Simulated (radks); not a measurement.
# Li⁺ inside a hard spherical wall

Aim: energy, levels and pressure of Li⁺ as a wall, at which all orbitals vanish, closes in. The configuration stays [He].

Method: scalar-relativistic Kohn-Sham, r2SCAN, spin-unpolarised, spherical densities, finite nucleus. Code: radks (a radial shooting solver on a logarithmic mesh, Libxc functionals) version 1.

## 1. The atom as given

- element: lithium (Z = 3)
- charge: +1
- electrons: 2
- configuration: [He]
- nuclear rms radius: 2.444 fm

Outer shells as boxes (Hund's rule):

Li⁺
```
1s [↑↓]
```

## 2. The free atom

Input:

```text
Z 3
configuration [He] 2s0 2p0
relativity scalar-relativistic
functional r2scan,r2scan
spin unpolarised
nucleus finite rms 2.444 fm
c 137.035999084
```

## 3. Wall at 12 bohr

Settings, as their differences from step 2:

```diff
@@ -6,2 +6,3 @@
 nucleus finite rms 2.444 fm
+wall 12 bohr
 c 137.035999084
```

## 4. Wall at 10 bohr

Settings, as their differences from step 3:

```diff
@@ -6,3 +6,3 @@
 nucleus finite rms 2.444 fm
-wall 12 bohr
+wall 10 bohr
 c 137.035999084
```

## 5. Wall at 8 bohr

Settings, as their differences from step 4:

```diff
@@ -6,3 +6,3 @@
 nucleus finite rms 2.444 fm
-wall 10 bohr
+wall 8 bohr
 c 137.035999084
```

## 6. Wall at 4 bohr

Settings, as their differences from step 5:

```diff
@@ -6,3 +6,3 @@
 nucleus finite rms 2.444 fm
-wall 8 bohr
+wall 4 bohr
 c 137.035999084
```

## 7. Wall at 3 bohr

Settings, as their differences from step 6:

```diff
@@ -6,3 +6,3 @@
 nucleus finite rms 2.444 fm
-wall 4 bohr
+wall 3 bohr
 c 137.035999084
```

## 8. Wall at 2.5 bohr

Settings, as their differences from step 7:

```diff
@@ -6,3 +6,3 @@
 nucleus finite rms 2.444 fm
-wall 3 bohr
+wall 2.5 bohr
 c 137.035999084
```

Q: Predict the outcome of this session. Wanted: for each run, R; E − E(free); ε(1s); ε(2s, empty); ε(2p, empty); pressure.

As calculated:

```tsv
R (bohr)	E − E(free) (eV)	ε(1s) (eV)	ε(2s, empty) (eV)	ε(2p, empty) (eV)	pressure (GPa)
free	0.000	-61.925	-	-	0
12	0.000	-61.925	-	-	< 0.0001
10	0.000	-61.925	-	-	< 0.0001
8	0.000	-61.925	-	-	< 0.0001
4	0.000	-61.923	3.441	4.427	0.0105
3	0.026	-61.865	11.731	9.594	0.967
2.5	0.180	-61.594	23.157	16.266	9.50
```

At the tightest wall, 2.5 bohr, the energy stands 0.180 eV above the free atom and the pressure, −dE/dV, is 9.50 GPa. Of the levels in the table that exist at both ends, 1s rises most from the free atom (0.330 eV). Shells are not refilled when levels cross, and a hard wall is a model, not a crystal.
